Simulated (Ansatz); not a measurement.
**Cs2KCdF6: one run, from forces to fields**

One self-consistent run on Cs2KCdF6 (a structure type of another compound, with these elements put in), nothing relaxed, to see its forces and stress, its levels, and how its atoms share the electrons.

Computed, not measured: Ansatz 0.2.0, DFT, PBE0, no spin polarisation, plane waves, PAW.

### 1 The system as given

It takes space group Fm-3m (No. 225, cubic). The conventional cell has a = 9.246 Å, b = 9.246 Å, c = 9.246 Å, α = 90.00°, β = 90.00°, γ = 90.00°. Around K (site symmetry m-3m) lie 6 F at 2.64 Å. Cd (site symmetry m-3m) has 6 F at 1.99 Å as nearest neighbours. Around F (site symmetry 4mm) lie 1 Cd at 1.99 Å and 1 K at 2.64 Å. Cs (site symmetry -43m) is surrounded by 12 F at 3.29 Å.

Coordinates:

```cif
data_structure
_symmetry_space_group_name_H-M 'P 1'
_symmetry_Int_Tables_number 1
_cell_length_a 6.5382
_cell_length_b 6.5382
_cell_length_c 6.5382
_cell_angle_alpha 60.000
_cell_angle_beta 60.000
_cell_angle_gamma 60.000
_cell_volume 197.63
loop_
_atom_site_label
_atom_site_type_symbol
_atom_site_fract_x
_atom_site_fract_y
_atom_site_fract_z
_atom_site_occupancy
K1 K 0.50000 0.50000 0.50000 1
Cd1 Cd 0.00000 0.00000 0.00000 1
F1 F 0.78500 0.21500 0.21500 1
F2 F 0.21500 0.78500 0.21500 1
F3 F 0.21500 0.78500 0.78500 1
F4 F 0.78500 0.21500 0.78500 1
F5 F 0.21500 0.21500 0.78500 1
F6 F 0.78500 0.78500 0.21500 1
Cs1 Cs 0.25000 0.25000 0.25000 1
Cs2 Cs 0.75000 0.75000 0.75000 1
```

### 2 The run

Contents of input.yaml:

```yaml
crystal:
  lattice:
    - [0.0, 4.623194, 4.623194]
    - [4.623194, 0.0, 4.623194]
    - [4.623194, 4.623194, 0.0]
  atoms:
    - { symbol: K, position: [0.5, 0.5, 0.5] }
    - { symbol: Cd, position: [0.0, 0.0, 0.0] }
    - { symbol: F, position: [0.785, 0.215, 0.215] }
    - { symbol: F, position: [0.215, 0.785, 0.215] }
    - { symbol: F, position: [0.215, 0.785, 0.785] }
    - { symbol: F, position: [0.785, 0.215, 0.785] }
    - { symbol: F, position: [0.215, 0.215, 0.785] }
    - { symbol: F, position: [0.785, 0.785, 0.215] }
    - { symbol: Cs, position: [0.25, 0.25, 0.25] }
    - { symbol: Cs, position: [0.75, 0.75, 0.75] }
  symmetry: { tolerance: 0.0003 }
kpoints:
  mp_grid: { grid: [2, 2, 2], shift: [0, 0, 0] }
magnetization:
  spin_polarized: false
scf:
  occupations: { method: fermi_dirac, width: 0.0132 }
hamiltonian:
  pseudopotentials: { kind: paw }
  xc: pbe0
basis:
  ecutwfc: 420
  fft_grid_basis: typed
output:
  forces: true
  stress: true
  eigenvalues: true
  bader: true
  populations: true
  elf: true
  write_potential: true
  volumetric_format: npy
  dos:
    e_range: [-12, 8]
    de: 0.05
    projected: { site_lists: { Cd: [Cd], Cs: [Cs], F: [F], K: [K] } }
    method: { smearing: { sigma: 0.1, scheme: gaussian } }
```

Command:

```sh
$ ansatz run input.yaml --threads 2 --pin off --max-ram 5120MiB --backend cpu --events-out ev --progress --plain --runs-dir out
```

Output:

```text
Warning: output.stress: scf.convergence.dr2_threshold = 1e-7 eV (the SCF's general default) is looser than the 1e-9 eV advised for a printed stress (1e-10 eV for each atom of the cell: 10). What an SCF threshold leaves in a stress goes as its square root, and in the free energy as the threshold itself, and one threshold admits the most on a small cell: of the crystals measured, under no hybrid functional and no lock of the moments, on runs that ended without the residual-converged pass, on stresses that held no estimate of that error, the worst erred by over 100 MPa in a component at 1e-7 eV an atom and by under 5 at 1e-10. Set scf.convergence.dr2_threshold to 1e-9 eV or tighter. The threshold is an SCF's pass mark: one that does not reach it within its budget of iterations ends unconverged, or closes short of it on a stop that the run arms, and scf.convergence.dr2_threshold's page says what that costs each kind of run
Warning: output.stress: scf.exx.energy_threshold = 1e-6 eV is looser than the 1e-7 eV advised for a stress under a hybrid functional (1e-8 eV for each atom of the cell: 10). Every SCF of the exchange loop can meet its threshold on dr2 while the loop round them stops early: no threshold on dr2 bounds what that leaves in the stress. Set scf.exx.energy_threshold to 1e-7 eV or tighter. The threshold is the loop's pass mark: a loop that does not reach it within its budget of cycles ends unconverged, and scf.exx.energy_threshold's page has the law
Warning: RAYON_NUM_THREADS=2 ignored (pool sized by the plan → 2); use --threads N
Engine: ansatz 0.2.0, aarch64-unknown-linux-gnu
Pseudopotentials: kind: paw
Pseudopotential: K, paw, valence charge 9, recommended cutoff 420 eV (normal), K.paw.azcp
Pseudopotential: Cd, paw, valence charge 20, recommended cutoff 420 eV (normal), Cd.paw.azcp
Pseudopotential: F, paw, valence charge 7, recommended cutoff 420 eV (normal), F.paw.azcp
Pseudopotential: Cs, paw, valence charge 9, recommended cutoff 420 eV (normal), Cs.paw.azcp
Functional definition: PBE0
  parameter a = 0.25
  parameter kappa = 0.804
  parameter beta = 0.06672455060314922
  exchange = (1 - a)*pbe_x(kappa = kappa, mu = beta*pi^2/3) + a*exact_x
  correlation = pbe_c(beta = beta)
Crystal: 10 atoms, lattice volume = 197.632 Å³
Basis set: ecut = 420 eV, 3839 PW (Γ), exchange–correlation on 90×90×90 points (8 copies of the dense FFT grid, shifted against one another)
Bands: 55, of which v1, the nominal top of the filled ones, is band 45 counted from 1 (44 counted from 0)
Symmetry: 48 space group operations
Space group: Fm-3m (ITA 225), of the structure as read, at distance tolerance 1.7e-3 Å
k-points: 3 of 8
Non-local potential: K, projectors of the file, l = 0: 3, l = 1: 2, l = 2: 2
Non-local potential: Cd, projectors of the file, l = 0: 3, l = 1: 2, l = 2: 2, l = 3: 1
Non-local potential: F, projectors of the file, l = 0: 2, l = 1: 2, l = 2: 1
Non-local potential: Cs, projectors of the file, l = 0: 3, l = 1: 2, l = 2: 2, l = 3: 2
PAW form: soft (Blöchl's): semilocal exchange-correlation on the pseudo side does not see the compensation charge
PAW frozen core: K, regenerated for the run's functional, and the local potential with it (the file was generated under x = pbe(κ = 0.804, μ = 0.2195149727645171), c = pbe(β = 0.06672455060314922))
PAW frozen core: Cd, regenerated for the run's functional, and the local potential with it (the file was generated under x = pbe(κ = 0.804, μ = 0.2195149727645171), c = pbe(β = 0.06672455060314922))
PAW frozen core: F, regenerated for the run's functional, and the local potential with it (the file was generated under x = pbe(κ = 0.804, μ = 0.2195149727645171), c = pbe(β = 0.06672455060314922))
PAW frozen core: Cs, regenerated for the run's functional, and the local potential with it (the file was generated under x = pbe(κ = 0.804, μ = 0.2195149727645171), c = pbe(β = 0.06672455060314922))
PAW one-centre angular grid: K, 110 points (default); XC on 64 Gauss nodes
PAW one-centre angular grid: Cd, 590 points (default); XC on 64 Gauss nodes
PAW one-centre angular grid: F, 110 points (default); XC on 64 Gauss nodes
PAW one-centre angular grid: Cs, 194 points (default); XC on 64 Gauss nodes
Initial density: superposition of atomic densities (neutral atoms: chi_scale 0, normalization atom), corrected by the library's trained network
Initial wavefunctions: pseudopotential atomic-orbital guess
Functional: x = pbe(κ = 0.804, μ = 0.2195149727645171), c = pbe(β = 0.06672455060314922), warm-up for x = 0.75 pbe(κ = 0.804, μ = 0.2195149727645171) + 0.25 exact, c = pbe(β = 0.06672455060314922)
SCF iter   1: F=—  HF=-25989.518914 eV  |F-HF|=—  |Δ(HF+E_count)|=         —  Δρ=6.09e-3  dr2=7.11e-2  ethr=1.77e-3  ⟨swp⟩=14.3  Hψ=866  notcnv=0
preconditioner: auto → none  [insulator: Δε(μ)=4.902 eV  Ē_g=15.430 eV  σ=0.013 eV  W_gap=0.50  n_scr=58 (ndim 8)  ℏωp=23.5 eV  f_vac=0.115  D(μ)=37.90/eV (n_scr^D=700)]
SCF iter   2: F=—  HF=-25989.504330 eV  |F-HF|=—  |Δ(HF+E_count)|=   1.46e-2  Δρ=3.58e-3  dr2=1.56e-2  ethr=7.99e-5  ⟨swp⟩=6.3  Hψ=493  notcnv=0  defer=2
iter 3 solved again at ethr=1.26e-6 eV; its pass at ethr=1.75e-5 eV (dr2=1.12e-3 eV) is discarded
SCF iter   3: F=—  HF=-25989.500010 eV  |F-HF|=—  |Δ(HF+E_count)|=   4.32e-3  Δρ=1.47e-3  dr2=1.13e-3  ethr=1.26e-6  ⟨swp⟩=4.7  Hψ=774  notcnv=0  defer=3
SCF iter   4: F=—  HF=-25989.500135 eV  |F-HF|=—  |Δ(HF+E_count)|=   1.25e-4  Δρ=6.40e-4  dr2=4.34e-4  ethr=1.26e-6  ⟨swp⟩=4.3  Hψ=430  notcnv=0  defer=4
SCF iter   5: F=—  HF=-25989.500181 eV  |F-HF|=—  |Δ(HF+E_count)|=   4.58e-5  Δρ=6.49e-5  dr2=2.75e-6  ethr=4.88e-7  ⟨swp⟩=4.3  Hψ=395  notcnv=0  defer=2
SCF iter   6: F=—  HF=-25989.500185 eV  |F-HF|=—  |Δ(HF+E_count)|=   4.63e-6  Δρ=1.68e-5  dr2=2.54e-7  ethr=3.09e-9  ⟨swp⟩=4.7  Hψ=455  notcnv=0  defer=2
SCF iter   7: F=—  HF=-25989.500186 eV  |F-HF|=—  |Δ(HF+E_count)|=   3.65e-7  Δρ=3.52e-6  dr2=1.30e-8  ethr=2.85e-10  ⟨swp⟩=3.7  Hψ=408  notcnv=0  defer=2
SCF iter   8: F=-25989.500186 eV  HF=-25989.500186 eV  |F-HF|=1.78e-10  |Δ(HF+E_count)|=   2.08e-8  Δρ=5.45e-7  dr2=4.48e-10  ethr=1.46e-11  ⟨swp⟩=4.3  Hψ=428  notcnv=0  defer=2
SCF 1 converged in 8 iterations: F = -25989.500186 eV  dr2 = 4.48e-10
Initial density: handed on by an earlier stage of this run
Initial wavefunctions: those handed on with the density
Functional: x = 0.75 pbe(κ = 0.804, μ = 0.2195149727645171) + 0.25 exact, c = pbe(β = 0.06672455060314922)
Frozen-core exchange: fock
iter 1 solved again at ethr=4.53e-5 eV; its pass at ethr=1.00e-1 eV (dr2=4.03e-2 eV) is discarded
[... 1 line left out ...]
eigensolver tolerance schedule calibrated: the retry pair's looser diagonalisation under-reported the residual by θ = 0.43 (0.13/decade); ethr = c·dr2/N_el runs at the constant in force after the calibration composes with the one it found (an armed cap, an earlier calibration), c = 5.9e-2
preconditioner: auto → Kerker (q_TF=auto, 2.389 Å⁻¹)  [metal: Δε(μ)=0.000 eV  Ē_g=18.338 eV  σ=0.013 eV  W_gap=0.00  n_scr=58 (ndim 8)  ℏωp=23.5 eV  f_vac=0.107  D(μ)=37.88/eV (n_scr^D=700)]
[... 14 lines left out ...]
SCF 2 stopped early in 15 iterations: F = -25999.962446 eV  dr2 = 9.18e-7
  Residual-converged pass: ⟨swp⟩=2.0  Hψ=239  notcnv=0  max |occ|·‖R‖ = 5.6e-6 eV (tolerance 6.7e-6 eV)  dr2=9.18e-7  dr2_onsite=4.82e-10  max |Δocc| = 5.6e-12
hybrid outer 1: dexx = +2.878e-2 eV, tail = 6.02e-5 eV
Frozen-core exchange: fock
[... 1 line left out ...]
preconditioner: auto → Kerker (q_TF=auto, 2.389 Å⁻¹)  [metal: Δε(μ)=0.000 eV  Ē_g=18.230 eV  σ=0.013 eV  W_gap=0.00  n_scr=58 (ndim 8)  ℏωp=23.5 eV  f_vac=0.121  D(μ)=37.88/eV (n_scr^D=700)]
[... 5 lines left out ...]
SCF iter   7: F=—  HF=-25999.963145 eV  |F-HF|=—  |Δ(HF+E_count)|=   6.80e-8  Δρ=5.04e-6  dr2=4.84e-8  ethr=4.37e-12 (applied; sched 1.29e-12)  ⟨swp⟩=4.7  Hψ=567  notcnv=0
SCF iter   8: F=—  HF=-25999.963145 eV  |F-HF|=—  |Δ(HF+E_count)|=   1.26e-8  Δρ=5.78e-7  dr2=1.44e-8  ethr=3.80e-12 (applied; sched 1.29e-12)  ⟨swp⟩=4.0  Hψ=502  notcnv=0
SCF iter   9: F=—  HF=-25999.963145 eV  |F-HF|=—  |Δ(HF+E_count)|=  7.28e-12  Δρ=1.81e-7  dr2=1.32e-8  ethr=2.42e-12 (applied; sched 1.29e-12)  ⟨swp⟩=3.0  Hψ=319  notcnv=0
SCF iter  10: F=—  HF=-25999.963145 eV  |F-HF|=—  |Δ(HF+E_count)|=  4.37e-11  Δρ=1.03e-7  dr2=1.30e-8  ethr=2.26e-12 (applied; sched 1.00e-12)  ⟨swp⟩=2.0  Hψ=300  notcnv=0
SCF iter  11: F=—  HF=-25999.963145 eV  |F-HF|=—  |Δ(HF+E_count)|=   1.37e-7  Δρ=9.50e-7  dr2=1.47e-9  ethr=3.71e-12 (applied; sched 1.00e-12)  ⟨swp⟩=4.3  Hψ=491  notcnv=0
SCF iter  12: F=—  HF=-25999.963145 eV  |F-HF|=—  |Δ(HF+E_count)|=  4.84e-10  Δρ=1.45e-7  dr2=1.78e-10  ethr=2.44e-12 (applied; sched 1.00e-12)  ⟨swp⟩=3.0  Hψ=322  notcnv=0
SCF iter  13: F=-25999.963145 eV  HF=-25999.963145 eV  |F-HF|=3.64e-12  |Δ(HF+E_count)|=  3.64e-12  Δρ=5.36e-8  dr2=1.43e-10  ethr=2.26e-12 (applied; sched 1.00e-12)  ⟨swp⟩=2.0  Hψ=300  notcnv=0
SCF 3 converged in 13 iterations: F = -25999.963145 eV  dr2 = 1.43e-10
  Residual-converged pass: ⟨swp⟩=3.0  Hψ=414  notcnv=0  max |occ|·‖R‖ = 2.6e-7 eV (tolerance 2.8e-7 eV)  dr2=1.43e-10  dr2_onsite=2.92e-13  max |Δocc| = 1.8e-12
hybrid outer 2: dexx = +1.066e-6 eV, tail = 3.74e-8 eV, Δε = 2.16e-3 eV (about 5.92e-5 eV left of the loop's levels), ΔF = 1.23e-2 eV/Å (tail 1.61e-3)
Frozen-core exchange: fock
SCF iter   1: F=—  HF=-25999.963145 eV  |F-HF|=—  |Δ(HF+E_count)|=         —  Δρ=1.43e-6  dr2=1.26e-9  ethr=2.10e-10  ⟨swp⟩=10.0  Hψ=451  notcnv=0
preconditioner: auto → Kerker (q_TF=auto, 2.389 Å⁻¹)  [metal: Δε(μ)=0.000 eV  Ē_g=18.229 eV  σ=0.013 eV  W_gap=0.00  n_scr=58 (ndim 8)  ℏωp=23.5 eV  f_vac=0.121  D(μ)=37.88/eV (n_scr^D=700)]
SCF iter   2: F=—  HF=-25999.963145 eV  |F-HF|=—  |Δ(HF+E_count)|=  1.38e-10  Δρ=5.65e-7  dr2=2.37e-10  ethr=2.62e-12 (applied; sched 1.36e-12)  ⟨swp⟩=4.0  Hψ=342  notcnv=0
SCF iter   3: F=-25999.963145 eV  HF=-25999.963145 eV  |F-HF|=3.64e-12  |Δ(HF+E_count)|=  4.37e-11  Δρ=1.27e-7  dr2=6.64e-11  ethr=2.26e-12 (applied; sched 1.00e-12)  ⟨swp⟩=2.0  Hψ=300  notcnv=0
SCF 4 converged in 3 iterations: F = -25999.963145 eV  dr2 = 6.64e-11
  Residual-converged pass: ⟨swp⟩=3.0  Hψ=388  notcnv=0  max |occ|·‖R‖ = 2.4e-7 eV (tolerance 2.8e-7 eV)  dr2=6.70e-11  dr2_onsite=1.24e-12  max |Δocc| = 1.2e-12
hybrid outer 3: dexx = +7.987e-10 eV, tail = 1.61e-10 eV, Δε = 1.46e-4 eV (about 1.17e-5 eV left of the loop's levels), ΔF = 2.80e-6 eV/Å (tail 1.06e-4)
hybrid SCF converged: 3 outer / 31 inner (+8 warm-up), last move |dexx| = 7.99e-10 eV, tail = 1.61e-10 eV
Stability not checked: this state was not tested for a lower state beside it, because the functional holds exact exchange (a hybrid, or Hartree-Fock), whose exchange loop this test does not read (fock_operator; see scf.lower_state_search)
Free energy (F): -25999.963145 eV
Frozen-core exchange: fock
Harris-Foulkes:  -25999.963145 eV  (|F-HF|=3.64e-12)
Internal energy: -25999.944846 eV  (E = F + TS)
E sigma→0 (E₀):  -25999.953996 eV
Entropy (-TS):   -0.018299 eV (-1.830 meV/atom)
Fermi energy:    2.688775 eV
--- Per-component energies (eV) ---
  E_band       = -1098.929458
  E_kinetic    = 2301.010112
  E_local      = -10524.663081  (includes V_loc(G=0)·N_el)
  E_nonlocal   = 543.695180
  E_hartree    = 4544.455467
  E_xc         = -881.996974
  E_vxc        = -971.500941  (∫ρ·V_xc dr)
  E_exx        = -340.742077  (= α·E_x^exact, valence–valence)
  E_paw        = -16135.150941  (= ΣΔE_a)
  E_vpaw       = -854.909923  (= ΣTr[D̂ρ^β])
  E_aug_tail   = 0.012352  (compensation charges beyond the density's cutoff)
  E_ewald      = -5505.327266
  E_core_change = -1.237617  (= ΣΔE_core)
  E_smearing   = -0.018299  (= −TS)
  E_closure    = -0.000002  (closes the sum)
  Σ components = -25999.963145   (vs F -25999.963145, Δ=3.64e-12)
--- Forces (eV/Å), atoms counted from 1 ---
  atom   1  K      0.00000000     0.00000000     0.00000000
  atom   2  Cd     0.00000000    -0.00000000    -0.00000000
  atom   3  F      2.34990064     0.00000000     0.00000000
  atom   4  F     -0.00000000     2.34990064     0.00000000
  atom   5  F     -2.34990064    -0.00000000     0.00000000
  atom   6  F      0.00000000    -2.34990064     0.00000000
  atom   7  F     -0.00000000     0.00000000     2.34990064
  atom   8  F     -0.00000000     0.00000000    -2.34990064
  atom   9  Cs    -0.00000000     0.00000000    -0.00000000
  atom  10  Cs    -0.00000000     0.00000000     0.00000000
  max |Σ_I F_I| component: 2.66e-15 eV/Å
--- Stress (GPa, compression-positive) ---
        6.485366       0.000000       0.000000
       -0.000000       6.485366      -0.000000
       -0.000000      -0.000000       6.485366
  P = ⅓ Tr σ = 6.4854 GPa (64.854 kbar)
--- Band table (eV) ---
  k-point 0: bands = ["-101.8806", "-61.6314", "-61.6314", "-61.6314", "-26.9681", "-20.9701", "-20.6161", "-20.6161", "-20.5818", "-20.5818", "-20.5818", "-17.7251", "-17.7130", "-9.1442", "-9.1442", "-9.1442", "-5.1226", "-5.1226", "-4.8127", "-4.8127", "-4.8127", "-3.6802", "-3.6802", "-3.6802", "-3.6194", "-3.6194", "-3.6194", "-2.7076", "-1.0765", "-1.0765", "-1.0765", "-0.2243", "-0.2243", "-0.2243", "0.0837", "0.0837", "0.0837", "0.2050", "0.2050", "0.2050", "0.2564", "0.2564", "0.2564", "2.3068", "2.3068", "9.7748", "11.3412", "11.3412", "12.0718", "12.0718", "12.0718", "13.3885", "13.3885", "13.3885", "15.6233"]
[... 2 lines left out ...]
--- Löwdin populations: 10 sites ---
  site symbol       q [e]
     0      K      8.2039
     1     Cd     18.1157
     2      F      7.6994
     3      F      7.6994
     4      F      7.6994
     5      F      7.6994
     6      F      7.6994
     7      F      7.6994
     8     Cs      8.0760
     9     Cs      8.0760
  spilling = 0.003733 (of n_electrons = 89.000000)
--- Bader charges: 10 sites ---
  site symbol  charge [e]  shift [e]
     0      K      0.8962     0.0000
     1     Cd      1.7299     0.0060
     2      F     -0.7483     0.0010
     3      F     -0.7483     0.0010
     4      F     -0.7483     0.0010
     5      F     -0.7483     0.0010
     6      F     -0.7483     0.0010
     7      F     -0.7483     0.0010
     8     Cs      0.9319     0.0000
     9     Cs      0.9319     0.0000
  estimated error of the sums over rays = 1.6e-4 e
```

Run time: 98 s. Hardware: 2 threads of Arm Neoverse N1, shared host; peak memory 1.2 GiB.

### 3 How far from equilibrium

Sizes of the largest forces and where they point against the nearest neighbour:

| atom | force (eV/Å) | nearest | distance (Å) | direction |
| --- | --- | --- | --- | --- |
| F8 | 2.350 | Cd2 | 1.99 | away from it |
| F3 | 2.350 | Cd2 | 1.99 | away from it |
| F4 | 2.350 | Cd2 | 1.99 | away from it |
| F5 | 2.350 | Cd2 | 1.99 | away from it |
| F6 | 2.350 | Cd2 | 1.99 | away from it |
| F7 | 2.350 | Cd2 | 1.99 | away from it |

Principal stresses (compression positive): 6.49, 6.49, 6.49 GPa; their mean, the pressure, is 6.49 GPa.

### 4 Total and projected density of states

Counts of states in windows (eV from the Fermi level; Gaussian smearing of 0.1 eV), total and projected:

| from | to | total | Cd d | Cs p | F p |
| --- | --- | --- | --- | --- | --- |
| -8.0 | -7.0 | 9.99 | 7.21 | 0.54 | 2.08 |
| -7.0 | -6.0 | 11.71 | 0.70 | 10.50 | 0.39 |
| -6.0 | -5.0 | 2.25 | 0.01 | 0.30 | 1.62 |
| -5.0 | -4.0 | 1.52 | 0.00 | 0.01 | 1.46 |
| -4.0 | -3.0 | 5.80 | 0.02 | 0.11 | 5.50 |
| -3.0 | -2.0 | 22.72 | 0.76 | 0.45 | 21.24 |
| -2.0 | -1.0 | 0.00 | 0.00 | 0.00 | 0.00 |
| -1.0 | 0.0 | 2.72 | 0.78 | 0.00 | 1.87 |
| 0.0 | 1.0 | 1.28 | 0.36 | 0.00 | 0.90 |
| 1.0 | 2.0 | 0.00 | 0.00 | 0.00 | 0.00 |
| 2.0 | 3.0 | 0.00 | 0.00 | 0.00 | 0.00 |
| 3.0 | 4.0 | 0.00 | 0.00 | 0.00 | 0.00 |
| 4.0 | 5.0 | 0.00 | 0.00 | 0.00 | 0.00 |

### 5 Atomic charges

Gathered by element (positive charge: electrons given up): Löwdin charges also hold the electrons that the projection spills.

| element | atoms | Bader charge (e) | Bader volume (Å³) | Löwdin charge (e) |
| --- | --- | --- | --- | --- |
| K | 1 | +0.90 | 19.1 | +0.80 |
| Cd | 1 | +1.73 | 10.5 | +1.88 |
| F | 6 | -0.75 | 16.1 | -0.70 |
| Cs | 2 | +0.93 | 35.8 | +0.92 |

The Löwdin projection spills 0.4 % of the electrons and depends on the orbitals chosen; where it disagrees with Bader's partition, neither is an observable.

### 6 Fields in real space

Maps in the plane spanned by b and c at height 0.785 along a (axes of the input's cell), one cell: b runs left to right (20 points from zero), c bottom to top (20 points), 60° apart. These are the smooth PAW fields, not the true ones near the nuclei.

Valence density. Ten steps from '0' (0.01 e/Å³) to '9' (13.30 e/Å³), finer at the low end (step k begins (100^(k/10) - 1)/99 of the way up):
```
12222100001222210000
12454310001334432000
02588631001344443200
01489952001344344320
01369973101244214431
00135764100134423442
10012343100023444442
10000111000002344432
10000000000000123332
00000000000000011111
00000000000000000000
01111000000001110000
02343100000013432100
12577420000014675310
12589841000013799631
11379973100002599842
11247874100001368852
22223553100000134542
12211222100000011222
11211110000111000011
```

ELF. Ten even steps from '0' (0.00) to '9' (0.90):
```
01232000003899850000
15788620016999998200
16888872007999899820
05884796006996249980
01797698302997004995
10389898500799402898
50047887510289976999
60002444200048999999
40000000000002799998
00000000000000026763
00010000000001000010
02553000000025530000
15888510000047886200
16899861000048999720
04886885000048867860
01685698300027974882
00178898510004898883
01016888500000378872
01101465200000015651
00000011000465100110
```

Atoms within 0.2 Å of the plane, in fractions of b and c: F at (0.21, 0.21), F at (0.21, 0.79), F at (0.79, 0.21), Cs at (0.75, 0.75).

At the density minimum on some short contacts:

| contact | length (Å) | minimum at (fraction) | density (e/Å³) | ELF |
| --- | --- | --- | --- | --- |
| Cd2–F3 | 1.988 | 0.53 | 0.719 | 0.14 |
| K1–F3 | 2.635 | 0.53 | 0.121 | 0.03 |
| Cs9–F3 | 3.285 | 0.55 | 0.056 | 0.02 |

```
fraction  Cd2–F3  K1–F3  Cs9–F3
     0.2    13.7   3.02    1.13
     0.3    5.91   1.21   0.766
     0.4     1.9  0.329   0.246
     0.5   0.766  0.125  0.0735
     0.6   0.913  0.192  0.0691
     0.7    2.17  0.683   0.258
     0.8     5.8      3    1.48
```

(Smooth valence density in e/Å³ at fractions of each contact.)

### 7 Outcome

```
                                                 quantity                                   value
                                            largest force                         2.350 eV/Å on F
                                                 pressure                                 6.5 GPa
                                                character                                   metal
density of states, mean within 0.25 eV of the Fermi level                     4.2 per eV per cell
                                            Bader charges  K +0.90, Cd +1.73, F -0.75, Cs +0.93 e
```

What this shows: The cell is metallic; within 0.25 eV of the Fermi level the density of states averages 4.2 per eV per cell, mostly F p (70 %) and Cd d (28 %), but it varies sharply: 9.5 at the Fermi level itself, on this mesh. Forces reach 2.3 eV/Å, so the geometry is far from rest and the levels are not those of the relaxed cell. The atoms are not at rest: the largest force, 2.35 eV/Å, acts on F. The pressure of 6.5 GPa says the cell is too small. By Bader's partition Cd gives up most (+1.73 e) and F takes most (-0.75 e).

Keep in mind: an odd count of electrons without spin polarisation forces a partly filled band; hybrid functional on a coarse k mesh, so gap or metal on the mesh may not be true; the exchange threshold is loose for a stress; the SCF threshold is loose for a stress.
